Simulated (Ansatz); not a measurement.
**SiGeH₂ (singlet): from Hartree-Fock to the top rungs at distance Si1–H3 = 1.493 Å, cc-pVDZ**

The task here is to estimate one member of a computed series from the others.

Method: cc-pVDZ, core rule «outside noble gas», up to 19 orbitals frozen; program: Ansatz 0.2.0, Gaussian basis.

Plan: UHF; CCSD(T) on RHF; CCSD(T) on UHF; BCCD(T) on RHF; CISD; CCSDT(Q) on RHF; CCSDT(Q) on UHF; CASSCF and MRCISD+Q, 2 electrons in 2 orbitals; CASSCF and NEVPT2, 2 electrons in 2 orbitals; CASSCF and MRCISD+Q, 10 electrons in 10 orbitals; CASSCF and NEVPT2, 10 electrons in 10 orbitals.

19 further runs of the same task are left out: 2 for a mislabelled method, 11 that didn't finish, 6 set aside as unsound or not needed.

### The system

The geometry derives from a PBE0/def2-TZVP stationary point (not a proven minimum). One bond is set to the value named and the two fragments are kept rigid. No spin-orbit coupling is included. The filled d shell of Ge may be among the frozen orbitals whatever the setting's name suggests; the logs give the count.

4 atoms, charge 0, spin multiplicity 1.

Atoms are counted from 1 here; the program's logs count them from 0.

Bond lengths: Si1–Ge2 2.167 Å, Si1–H3 1.493 Å, Si1–H4 1.620 Å, Ge2–H4 1.851 Å. Angles: Ge2–Si1–H3 163.0°, Ge2–Si1–H4 56.3°, H3–Si1–H4 106.7°, Si1–Ge2–H4 46.8°, Si1–H4–Ge2 76.9°.

The first run:

in.yaml

```yaml
crystal:
  periodic: [false, false, false]
  atoms:
    - {symbol: Si, position_ang: [0.000000, 0.074574, 1.524925]}
    - {symbol: Ge, position_ang: [0.000000, -0.006445, -0.640181]}
    - {symbol: H, position_ang: [0.000000, -0.307349, 2.968212]}
    - {symbol: H, position_ang: [0.000000, -1.306134, 0.677331]}
basis:
  gaussian: {orbitals: cc-pVDZ}
magnetization: {spin_polarized: true, initial_magnetization: 0}
hamiltonian: {xc: hf}
output: {orbitals: {seedname: orbitals}}
```

Run with:

```sh
> ansatz run in.yaml --threads 1 --pin off --events-out ev --progress --plain --max-ram 2393MiB
```

Steps of the session up to this table: UHF; CCSD(T) on RHF; CCSD(T) on UHF; BCCD(T) on RHF; CISD; CCSDT(Q) on RHF; CCSDT(Q) on UHF; CASSCF and MRCISD+Q, 2 electrons in 2 orbitals; CASSCF and NEVPT2, 2 electrons in 2 orbitals; CASSCF and MRCISD+Q, 10 electrons in 10 orbitals; CASSCF and NEVPT2, 10 electrons in 10 orbitals.

One of the session's tables, all rows but one given; the rest of the session is left out.

| method | from RCCSDT(Q) (kJ/mol) |
| --- | --- |
| RHF | +602.2 |
| UHF | +593.4 |
| RMP2 | +115.8 |
| CISD | +87.8 |
| RCCSD | +34.7 |
| RCCSD(T) | +5.8 |
| BCCD(T) | ? |
| RCCSDT | +2.5 |
| RCCSDT(Q) | 0 |
| CASSCF pair | +551.7 |
| NEVPT2 pair | +112.6 |
| MRCISD pair | +72.8 |
| MRCISD+Q pair | +10.0 |
| CASSCF valence | +340.0 |
| NEVPT2 valence | +83.1 |
| MRCISD valence | +24.4 |
| MRCISD+Q valence | +0.2 |

Q: Estimate the row for BCCD(T) from the others.

The run gave: from RCCSDT(Q) (kJ/mol): +5.7. In the column «from RCCSDT(Q) (kJ/mol)» it lies between RCCSDT (+2.5) and RCCSD(T) (+5.8).

Not comparable, so not listed: CCSD(T) on UHF; CCSDT(Q) on UHF (they don't share determinant, frozen orbitals or solution with the rows shown, or repeat one).

Limits of these values: Warnings: restricted reference is unstable; spin contamination.
